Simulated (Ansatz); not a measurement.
# GeS (germanium sulfide): HSE06/STO-3G

What is the electronic atomisation energy of GeS (germanium sulfide) at HSE06/STO-3G? 

Program for the calculation: Ansatz 0.2.0.

58 further runs of the same task are left out: 29 that didn't finish, 29 set aside as unsound or not needed.

**1. The structure to begin with**

GeS: 2 atoms, total charge 0, spin state singlet. As SMILES, `[S+]#[Ge-]`. Geometry: the measured bond length.

Bond lengths: S1–Ge2 2.012 Å.

**2. The energy at HSE06/STO-3G**

The input, molecule.yaml:

```yaml
basis:
  gaussian:
    orbitals: STO-3G
crystal:
  periodic: [false, false, false]
  atoms:
    - symbol: S
      position_ang: [0.000000, 0.000000, 0.000000]
    - symbol: Ge
      position_ang: [0.000000, 0.000000, 2.012086]
total_charge: 0
hamiltonian:
  xc: hse06
accuracy: high
```

The run is started by

```bash
$ ansatz run molecule.yaml --threads 1 --pin off --max-ram 2610MiB --events-out events.jsonl --progress --plain --runs-dir runs
```

Log:

```text
Warning: RAYON_NUM_THREADS=1 ignored (pool sized by the plan → 1); use --threads N
Functional definition: HSE06
  name "HSE06"
  parameter a = 0.25
  parameter omega = 0.11/bohr
  exchange = pbe_x - a*pbe_x_sr(omega) + a*exact_x_sr(omega)
  correlation = pbe_c
374 factors; integrals over basis functions are off by at most 1.1e-8 eV
46 factors; integrals over basis functions are off by at most 1.4e-9 eV
mean field evaluation 1: about -66568.9318 eV, gradient 2.7e1 eV
mean field evaluation 2: about -66541.6609 eV, gradient 8.6e1 eV
mean field evaluation 4: about -66571.6274 eV, gradient 1.0e0 eV
mean field evaluation 8: about -66571.6241 eV, gradient 4.1e-2 eV
mean field evaluation 16: about -66571.6242 eV, gradient 2.9e-7 eV
mean field -66571.62415130 eV, -2446.4620636926 hartree, gradient 1.2e-8 eV, S^2 0.000000; 0 other end points of the search recorded, 0 dependent functions left out
reference -66571.62415279 eV, -2446.4620637474 hartree; 24, 24 occupied and 3, 3 virtual orbitals, 374 factors
Total energy: -66571.62415279 eV, -2446.4620637474 hartree
```

Run time: 1.2 s. Hardware: 1 thread of Arm Neoverse V1, shared host; peak memory 0.09 GiB.

**3. The Ge atom**

The input, run.yaml:

```yaml
crystal:
  periodic: [false, false, false]
  atoms:
    - {symbol: Ge, position_ang: [0.000000, 0.000000, 0.000000]}
basis:
  gaussian:
    orbitals: STO-3G
total_charge: 0
magnetization:
  spin_polarized: true
  initial_magnetization: 2
hamiltonian:
  xc: hse06
accuracy: high
```

Run the same way, it converges to -2052.64695 Eh (log not shown).

**4. The S atom**

The input, molecule.yaml:

```yaml
crystal:
  periodic: [false, false, false]
  atoms:
    - {symbol: S, position_ang: [0.000000, 0.000000, 0.000000]}
basis:
  gaussian: {orbitals: STO-3G}
magnetization: {spin_polarized: true, initial_magnetization: 2}
hamiltonian: {xc: hse06}
accuracy: high
```

The run is started by

```bash
$ ansatz run molecule.yaml --threads 1 --pin off --max-ram 2610MiB --events-out events.jsonl --progress --plain --runs-dir runs
```

Log (excerpt; [...] marks lines left out):

```text
Warning: RAYON_NUM_THREADS=1 ignored (pool sized by the plan → 1); use --threads N
[... 6 set-up lines as earlier in the session ...]
42 factors; integrals over basis functions are off by at most 2.4e-9 eV
14 factors; integrals over basis functions are off by at most 9.4e-10 eV
mean field evaluation 1: about -10708.7324 eV, gradient 2.1e-1 eV
mean field evaluation 2: about -10708.7324 eV, gradient 1.4e-4 eV
mean field evaluation 4: about -10708.7327 eV, gradient 6.7e-7 eV
mean field evaluation 8: about -10708.7327 eV, gradient 4.5e-10 eV
mean field -10708.73267258 eV, -393.5386670775 hartree, gradient 4.5e-10 eV, S^2 2.000000; 0 other end points of the search recorded, 0 dependent functions left out
reference -10708.73267352 eV, -393.5386671121 hartree; 9, 7 occupied and 0, 2 virtual orbitals, 42 factors
Total energy: -10708.73267352 eV, -393.5386671121 hartree
```

Run time: 0.48 s. Hardware: 1 thread of Arm Neoverse V1, shared host.

**5. What came out**

Level: HSE06/STO-3G.

| quantity | value |
| --- | --- |
| molecule: total energy | -2446.46206 Eh |
| Ge atom: total energy | -2052.64695 Eh |
| Ge atom: ⟨S²⟩ | 2.185 |
| S atom: total energy | -393.53867 Eh |
| S atom: ⟨S²⟩ | 2.000 |
| electronic atomisation energy | 7.522 eV |

In words: Taking the molecule apart into free atoms costs 7.52 eV (173 kcal/mol), before zero-point energy and without spin-orbit coupling. In a minimal basis such a difference can be off by several eV, whatever the method. ⟨S²⟩ (Ge atom) is 2.19 where a pure triplet has 2.00: the reference is spin-contaminated.
